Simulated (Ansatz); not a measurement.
# ClGe2H5: the cost of one run

All numbers below are computed with Ansatz 0.2.0 (RKS PBE0-D4/def2-mTZVP).

## 1. The starting structure

Bond lengths: Ge1–Ge2 2.400 Å, Ge2–H3 1.550 Å, Ge2–H4 1.550 Å, Ge2–H5 1.550 Å, Ge1–H6 1.550 Å, Ge1–Cl7 2.218 Å, Ge1–H8 1.549 Å. Angles: Ge1–Ge2–H3 109.5°, Ge1–Ge2–H4 109.5°, Ge1–Ge2–H5 109.5°, H3–Ge2–H4 109.4°, H3–Ge2–H5 109.4°, H4–Ge2–H5 109.4°, Ge2–Ge1–H6 109.5°, Ge2–Ge1–Cl7 109.5°, Ge2–Ge1–H8 109.5°, H6–Ge1–Cl7 109.5°, H6–Ge1–H8 109.5°, Cl7–Ge1–H8 109.5°.

As a file:

```xyz
8

Ge    0.0000    0.0000    0.0000
Ge    0.0000    0.0000    2.4000
H    -1.3958   -0.4318    2.9174
H     1.0719   -0.9929    2.9174
H     0.3240    1.4247    2.9174
H     1.4616    0.0000   -0.5162
Cl   -1.0456    1.8115   -0.7393
H    -0.7300   -1.2648   -0.5162
```

## 2. Relaxing the start

Contents of input.yaml:

```yaml
crystal:
  periodic: [false, false, false]
  atoms:
    - { symbol: Ge, position_ang: [0.0, 0.0, 0.0] }
    - { symbol: Ge, position_ang: [0.0, 0.0, 2.4] }
    - { symbol: H, position_ang: [-1.3958, -0.4318, 2.9174] }
    - { symbol: H, position_ang: [1.0719, -0.9929, 2.9174] }
    - { symbol: H, position_ang: [0.324, 1.4247, 2.9174] }
    - { symbol: H, position_ang: [1.4616, 0.0, -0.5162] }
    - { symbol: Cl, position_ang: [-1.0456, 1.8115, -0.7393] }
    - { symbol: H, position_ang: [-0.73, -1.2648, -0.5162] }
basis:
  gaussian: { orbitals: def2-mTZVP }
hamiltonian:
  xc: pbe0
  dispersion: d4
relax:
  f_tol: 0.02
  max_steps: 40
```

Started as:

```console
$ ansatz run input.yaml --threads 2 --pin off --max-ram 3072MiB --backend cpu --events-out ev --progress --plain --runs-dir out
```

What time and memory should one allow on 2 threads of Arm Neoverse V2, shared host?

About 30 s, with a peak of 0.28 GiB.
